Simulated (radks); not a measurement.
# Valence configurations of Dy⁺

One table from this session's results is given with a row withheld; the runs are named, their logs left out.

The numbers are computed with radks (a radial shooting solver on a logarithmic mesh, Libxc functionals) version 1 (Dirac Kohn-Sham, LDA (Slater exchange, Perdew-Wang correlation), spin-unpolarised, spherical densities, finite nucleus; open shells fill j = l - 1/2 first), except any that are marked as measured or tabulated.

## The atom as given

```
element            : dysprosium (Z = 66)
charge             : +1
electrons          : 65
configuration      : [Xe] 4f10 6s1
nuclear rms radius : 5.2218 fm
others tried       : 4f10 6p1; 4f8 5d2 6s1; 4f11; 4f9.5 5d0.5 6s1; 4f8 5d1 6s2; 4f10 6s0.5 6p0.5; 4f9 5d1 6s1; 4f10 5d1; 4f9 6s2
```

Set-up of the first run:

The run's settings:

```text
Z 66
configuration [Xe] 4f10 6s1
relativity Dirac
functional lda,pw
spin unpolarised
j_filling energy
nucleus finite rms 5.2218 fm
c 137.035999084
```

Among the steps run: [Xe] 4f10 6s1.

One table of the session follows, with a row left open; its other results are not shown here.

It belongs to the step «[Xe] 4f10 6s1». Sizes of the orbitals, from the radial functions (bohr):

| level | <r> | outermost maximum (interpolated) | 90 % within | nodes |
| --- | --- | --- | --- | --- |
| 4d3/2 | 0.6039 | 0.530 | 0.909 | 1 |
| 4d5/2 | 0.6150 | 0.539 | 0.926 | 1 |
| 5s1/2 | 1.301 | 1.16 | 1.88 | 4 |
| 5p1/2 | 1.471 | 1.27 | 2.17 | 3 |
| 5p3/2 | ? | ? | ? | ? |
| 4f5/2 | 0.8660 | 0.536 | 1.52 | 0 |
| 4f7/2 | 0.8865 | 0.541 | 1.56 | 0 |
| 6s1/2 | 3.673 | 3.21 | 5.34 | 5 |

Q: Estimate the row for 5p3/2 from the others.

The run gave: <r>: 1.579; outermost maximum (interpolated): 1.35; 90 % within: 2.33; nodes: 3. In the column «<r>» it lies between 5p1/2 (1.471) and 6s1/2 (3.673).
